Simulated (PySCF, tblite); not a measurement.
**CH₃F₂OSi radical, a cluster model of a defect (C site with back bonds O[SiH3], F, F): EPR parameters**

Aim: the EPR parameters of `F[C](F)O[SiH3]`. It is drawn as: dangling bond.

Programs: tblite 0.8.0 and PySCF 2.14.0. All values are calculated, for the isolated system unless a continuum is named. Atoms count from 0, parts from 1.

## Step 1: Starting point

8 atoms, charge 0, multiplicity 2; geometry: distance geometry start.

## Step 2: Relaxing the cluster with GFN2-xTB

Job settings and geometry (Å):

```
{"job": {"kind": "relax", "xc": "GFN2-xTB", "basis": "xTB"}, "charge": 0, "multiplicity": 2}
C     -0.517056     0.976932     0.487479
O     -0.164903     0.117791    -0.549866
Si    -1.306355    -0.844923    -1.520924
F     -1.476172     0.505633     1.265158
F      0.447503     1.559326     1.112791
H     -0.567577    -1.469312    -2.595109
H     -1.876623    -1.829066    -0.701266
H     -2.297424    -0.005793    -2.055751
```

Level: GFN2-xTB geometry optimisation, gas phase.

The run is started by

```bash
OMP_NUM_THREADS=1 python cluster_run.py task.json out
```

The driver reads the jobs from task.json and runs them one after another.

The program printed:

```text
step      E/eV     max force
  0    -514.35692    4.248
  1    -514.63440    1.010
  2    -514.68553    0.794
  3    -514.72091    0.700
  4    -514.74497    0.857
  5    -514.80342    0.700
  6    -514.82876    0.575
  7    -514.84158    0.308
  8    -514.84864    0.259
  9    -514.85461    0.190
 10    -514.85777    0.169
 11    -514.85994    0.160
 12    -514.86251    0.153
 13    -514.86693    0.235
 14    -514.87264    0.245
 15    -514.87691    0.172
 16    -514.87857    0.092
 17    -514.87930    0.113
 18    -514.88042    0.121
 19    -514.88247    0.156
 20    -514.88535    0.181
 21    -514.88821    0.134
 22    -514.88993    0.108
 23    -514.89074    0.100
 24    -514.89170    0.125
 25    -514.89315    0.144
 26    -514.89453    0.114
 27    -514.89538    0.072
 28    -514.89581    0.053
 29    -514.89596    0.039
 30    -514.89605    0.025
 31    -514.89615    0.036
 32    -514.89628    0.043
 33    -514.89645    0.046
 34    -514.89667    0.051
 35    -514.89701    0.068
 36    -514.89753    0.086
 37    -514.89817    0.090
 38    -514.89879    0.076
 39    -514.89926    0.052
 40    -514.89956    0.063
 41    -514.89977    0.045
 42    -514.89995    0.032
 43    -514.90006    0.033
 44    -514.90014    0.036
 45    -514.90026    0.034
 46    -514.90046    0.042
 47    -514.90074    0.051
 48    -514.90104    0.047
 49    -514.90126    0.034
 50    -514.90143    0.039
 51    -514.90161    0.053
 52    -514.90185    0.056
 53    -514.90218    0.044
 54    -514.90257    0.046
 55    -514.90303    0.048
 56    -514.90361    0.117
 57    -514.89587    0.526
 58    -514.90422    0.106
 59    -514.90466    0.103
 60    -514.90511    0.279
 61    -514.90646    0.065
 62    -514.90706    0.039
 63    -514.90726    0.146
 64    -514.90773    0.036
 65    -514.90784    0.032
 66    -514.90797    0.020
 67    -514.90801    0.014
 68    -514.90809    0.016
 69    -514.90814    0.013
 70    -514.90817    0.011
 71    -514.90818    0.017
 72    -514.90820    0.021
 73    -514.90822    0.022
 74    -514.90825    0.018
 75    -514.90827    0.013
 76    -514.90830    0.009
 77    -514.90831    0.005
```

Run time: 1.4 s. Hardware: 1 thread of Arm Neoverse N1, shared host.

Along the way: (the energy doesn't fall at every step)

| step | energy from step 0 (eV) | largest force (eV/Å) |
| --- | --- | --- |
| 0 | 0.0000 | 4.2480 |
| 3 | -0.3640 | 0.6994 |
| 6 | -0.4718 | 0.5751 |
| 9 | -0.4977 | 0.1896 |
| 12 | -0.5056 | 0.1525 |
| 15 | -0.5200 | 0.1720 |
| 18 | -0.5235 | 0.1216 |
| 21 | -0.5313 | 0.1341 |
| 24 | -0.5348 | 0.1251 |
| 27 | -0.5385 | 0.0721 |
| 30 | -0.5391 | 0.0246 |
| 33 | -0.5395 | 0.0460 |
| 36 | -0.5406 | 0.0868 |
| 39 | -0.5423 | 0.0520 |
| 42 | -0.5430 | 0.0315 |
| 45 | -0.5433 | 0.0344 |
| 48 | -0.5441 | 0.0471 |
| 51 | -0.5447 | 0.0525 |
| 54 | -0.5457 | 0.0461 |
| 57 | -0.5389 | 0.5259 |
| 60 | -0.5482 | 0.2798 |
| 63 | -0.5503 | 0.1459 |
| 66 | -0.5511 | 0.0199 |
| 69 | -0.5512 | 0.0124 |
| 72 | -0.5513 | 0.0208 |
| 75 | -0.5514 | 0.0128 |
| 77 | -0.5514 | 0.0052 |

Distances of close pairs at the start and the end, largest changes first:

| bond | before (Å) | after (Å) | change (Å) |
| --- | --- | --- | --- |
| O1–Si2 | 1.781 | 1.666 | -0.116 |
| C0–O1 | 1.392 | 1.296 | -0.096 |
| Si2–H6 | 1.402 | 1.460 | +0.058 |
| C0–F4 | 1.289 | 1.347 | +0.058 |
| Si2–H7 | 1.404 | 1.460 | +0.055 |
| C0–F3 | 1.322 | 1.351 | +0.030 |
| Si2–H5 | 1.446 | 1.451 | +0.006 |

## Step 3: Optimising the geometry at PBE0-D3(BJ)/def2-SVP

Job settings and geometry (Å):

```
{"job": {"xc": "PBE0", "basis": "def2-SVP", "d3": "d3bj", "grid": 2, "kind": "geom", "shake": 0.01}, "charge": 0, "multiplicity": 2}
C      0.539000     1.103793     0.917767
O      0.642780     0.378910    -0.140545
Si    -0.352705    -0.727217    -0.910869
F     -0.654041     1.147769     1.519447
F      1.460302     0.965367     1.849806
H      0.559692    -1.033155    -2.002091
H     -0.596167    -1.824006     0.022509
H     -1.552784    -0.040013    -1.283924
```

The program printed:

```text
step   0  E = -603.50378521  max force = 0.044487
step   1  E = -603.50972136  max force = 0.030848
step   2  E = -603.50540539  max force = 0.044431
step   3  E = -603.51164961  max force = 0.013120
step   4  E = -603.51215540  max force = 0.003628
step   5  E = -603.51225329  max force = 0.001112
step   6  E = -603.51230165  max force = 0.001028
step   7  E = -603.51240910  max force = 0.001530
step   8  E = -603.51280714  max force = 0.003773
step   9  E = -603.51276955  max force = 0.004069
step  10  E = -603.51291148  max force = 0.001325
step  11  E = -603.51290719  max force = 0.001096
step  12  E = -603.51294486  max force = 0.000530
step  13  E = -603.51295095  max force = 0.000439
optimisation converged
```

Run time: 2.2 min. Hardware: 1 thread of Arm Neoverse N1, shared host; peak memory 0.47 GiB.

Relaxation path: (the energy doesn't fall at every step)

| step | energy from step 0 (eV) | largest force component (eV/Å) |
| --- | --- | --- |
| 0 | 0.0000 | 2.2876 |
| 1 | -0.1615 | 1.5863 |
| 2 | -0.0441 | 2.2847 |
| 3 | -0.2140 | 0.6747 |
| 4 | -0.2278 | 0.1866 |
| 5 | -0.2304 | 0.0572 |
| 6 | -0.2317 | 0.0529 |
| 7 | -0.2347 | 0.0787 |
| 8 | -0.2455 | 0.1940 |
| 9 | -0.2445 | 0.2092 |
| 10 | -0.2483 | 0.0681 |
| 11 | -0.2482 | 0.0564 |
| 12 | -0.2492 | 0.0273 |
| 13 | -0.2494 | 0.0226 |

Close pairs (by a distance rule), those that changed most:

| bond | before (Å) | after (Å) | change (Å) |
| --- | --- | --- | --- |
| Si2–H7 | 1.432 | 1.489 | +0.057 |
| C0–O1 | 1.287 | 1.325 | +0.038 |
| Si2–H5 | 1.455 | 1.483 | +0.028 |
| Si2–H6 | 1.461 | 1.488 | +0.027 |
| O1–Si2 | 1.676 | 1.700 | +0.025 |
| C0–F4 | 1.318 | 1.318 | +0.000 |
| C0–F3 | 1.337 | 1.337 | +0.000 |

The next job starts from the end point, and lists it.

| at the end point | value |
| --- | --- |
| point group (found at 0.08 Å tolerance) | C1 |
| rotational constants (GHz, main isotopes) | 9.683, 2.409, 1.997 |
| dipole moment (D) | 2.17 |
| ⟨S²⟩ | 0.752 |

## Step 4: g tensor and hyperfine couplings: B3LYP/IGLO-III+pcH-1

Job settings and geometry (Å):

```
{"job": {"kind": "epr"}, "charge": 0, "multiplicity": 2}
C      0.441076     1.118009     0.940948
O      0.769549     0.241862     0.002941
Si    -0.316184    -0.703221    -0.901955
F     -0.555152     0.709992     1.734136
F      1.478688     1.479173     1.669551
H      0.507865    -1.252566    -2.005953
H     -0.871688    -1.792969    -0.055323
H     -1.408046     0.171153    -1.412231
```

With the program's defaults for keys left out, this is: UKS B3LYP, IGLO-III on C F O Si, pcH-1 on H, non-relativistic, mean-field spin-orbit, GIAO.

The program printed:

```text
UKS, coarse grid
  cycle   1  E = -604.30842738  |g| = 6.85e-01
  cycle   2  E = -604.04517909  |g| = 1.14e+00
  cycle   3  E = -604.45305652  |g| = 8.68e-02
  cycle   4  E = -604.45458970  |g| = 6.57e-02
  cycle   5  E = -604.45590193  |g| = 1.12e-02
  cycle   6  E = -604.45595006  |g| = 2.32e-03
  cycle   7  E = -604.45595163  |g| = 8.38e-04
UKS, final grid
  cycle   1  E = -604.45597935  |g| = 9.05e-04
  cycle   2  E = -604.45597904  |g| = 1.40e-03
  cycle   3  E = -604.45597964  |g| = 1.71e-04
  cycle   4  E = -604.45597965  |g| = 4.76e-05
  cycle   5  E = -604.45597965  |g| = 3.47e-05
  cycle   6  E = -604.45597965  |g| = 8.30e-06
E = -604.45597965 Eh   <S^2> = 0.7520 (exact 0.7500)
g shifts (ppm)      1          2          3
  rmc          -265       -265       -265
  gc             24         44         43
  oz_so        -264       1691       1719
  total        -504       1471       1497
hyperfine (MHz)  atom isotope    a_iso     a_fc   dipolar eigenvalues
    0   13C     632.67     632.71    -66.44    -65.92    132.36
    1   17O     -46.79     -46.78    -42.11     20.32     21.80
    2  29Si       2.08       2.07     -0.81     -0.17      0.98
    3   19F     429.20     428.36   -186.37   -176.47    362.84
    4   19F     392.72     392.05   -186.86   -177.22    364.08
    5    1H      -1.85      -1.85     -1.74     -1.53      3.28
    6    1H       7.89       7.89     -1.80     -1.55      3.35
    7    1H       1.46       1.46     -2.61     -2.34      4.95
```

Run time: 49 s. Hardware: 1 thread of Arm Neoverse N1, shared host; peak memory 0.64 GiB.

Principal g values 2.00182, 2.00379, 2.00382; g(iso) = 2.00314, against 2.00232 for a free electron.

Hyperfine couplings, nucleus by nucleus at this fixed geometry (no averaging over rotations):

| nuclei | isotope | a(iso) (MHz) | a(iso) (G, at g = 2.0023) | largest dipolar term (MHz) |
| --- | --- | --- | --- | --- |
| C0 | 13C | 632.7 | 225.8 | 132.4 |
| F3 | 19F | 429.2 | 153.1 | 362.8 |
| F4 | 19F | 392.7 | 140.1 | 364.1 |
| O1 | 17O | -46.8 | -16.7 | -42.1 |
| H6 | 1H | 7.9 | 2.8 | 3.3 |
| Si2 | 29Si | 2.1 | 0.7 | 1.0 |
| H5 | 1H | -1.8 | -0.7 | 3.3 |
| H7 | 1H | 1.5 | 0.5 | 4.9 |

Mulliken spin populations:

| atom | value (e) |
| --- | --- |
| C0 | 0.87 |
| O1 | 0.06 |
| Si2 | 0.00 |
| F3 | 0.03 |
| F4 | 0.03 |
| H5 | 0.00 |
| H6 | 0.00 |
| H7 | 0.00 |

In first order the couplings over 0.8 MHz of 19F, 1H give 32 distinct lines over 297.3 G.

## Step 5: EPR parameters: BHandHLYP/IGLO-III+pcH-1

The job, as its differences from that of step 4:

```diff
@@ -1,2 +1,2 @@
-{"job": {"kind": "epr"}, "charge": 0, "multiplicity": 2}
+{"job": {"kind": "epr", "xc": "BHandHLYP"}, "charge": 0, "multiplicity": 2}
 C      0.441076     1.118009     0.940948
```

Level: UKS BHandHLYP, IGLO-III on C F O Si, pcH-1 on H, non-relativistic, mean-field spin-orbit, GIAO.

The program printed:

```text
UKS, coarse grid
  cycle   1  E = -604.15572140  |g| = 6.34e-01
  cycle   2  E = -604.13628856  |g| = 7.26e-01
  cycle   3  E = -604.29732630  |g| = 4.52e-02
  cycle   4  E = -604.29837894  |g| = 2.51e-02
  cycle   5  E = -604.29866351  |g| = 1.13e-02
  cycle   6  E = -604.29872365  |g| = 2.87e-03
  cycle   7  E = -604.29873351  |g| = 8.96e-04
UKS, final grid
  cycle   1  E = -604.29875093  |g| = 5.42e-04
  cycle   2  E = -604.29875111  |g| = 4.66e-04
  cycle   3  E = -604.29875118  |g| = 1.58e-04
  cycle   4  E = -604.29875121  |g| = 9.54e-05
  cycle   5  E = -604.29875122  |g| = 8.95e-06
E = -604.29875122 Eh   <S^2> = 0.7532 (exact 0.7500)
g shifts (ppm)      1          2          3
  rmc          -268       -268       -268
  gc             30         51         51
  oz_so        -265       1590       1622
  total        -503       1373       1405
hyperfine (MHz)  atom isotope    a_iso     a_fc   dipolar eigenvalues
    0   13C     672.33     672.36    -70.65    -69.99    140.64
    1   17O     -48.03     -48.01    -41.91     20.14     21.77
    2  29Si       2.79       2.78     -0.43     -0.35      0.78
    3   19F     442.62     441.85   -188.55   -171.32    359.87
    4   19F     406.77     406.15   -188.62   -170.95    359.57
    5    1H      -1.81      -1.82     -1.72     -1.52      3.24
    6    1H       6.24       6.24     -1.77     -1.60      3.37
    7    1H       0.08       0.08     -2.62     -2.42      5.03
```

It took 50 s on 1 thread of Arm Neoverse N1, shared host; peak memory 0.64 GiB.

In short: g(iso) 2.00308.

## Step 6: Comparing the runs: EPR parameters

g, ⟨S²⟩ and isotropic hyperfine couplings (MHz), with basis size and wall time:

| run | g(iso) | ⟨S²⟩ | 13C C0 | 19F F3 | 19F F4 | 17O O1 | 1H H6 | functions | time |
| --- | --- | --- | --- | --- | --- | --- | --- | --- | --- |
| B3LYP/IGLO-III+pcH-1 | 2.00314 | 0.752 | 632.7 | 429.2 | 392.7 | -46.8 | 7.9 | 214 | 49 s |
| BHandHLYP/IGLO-III+pcH-1 | 2.00308 | 0.753 | 672.3 | 442.6 | 406.8 | -48.0 | 6.2 | 214 | 50 s |

## Step 7: What came out

| quantity | value |
| --- | --- |
| point group | C1 |
| rotational constants (main isotopes) | 9.68, 2.41, 2.00 GHz |
| g(iso) (B3LYP) | 2.00314 |
| ⟨S²⟩ | 0.752 (exact 0.75) |
| largest a(iso) | 13C on C0, 632.7 MHz |

What this shows: Over 13 steps the energy fell by 0.249 eV; of the close pairs, Si2–H7 changed most, 1.432 to 1.489 Å (PBE0/def2-SVP). No frequency check was run at this level, so the end point may be a saddle. C0 carries the largest spin population, 0.87 e. The isotropic g lies 0.8 ppt above the free-electron value. The coupling of 13C on C0 runs from 632.7 (B3LYP/IGLO-III+pcH-1) to 672.3 MHz (BHandHLYP/IGLO-III+pcH-1).
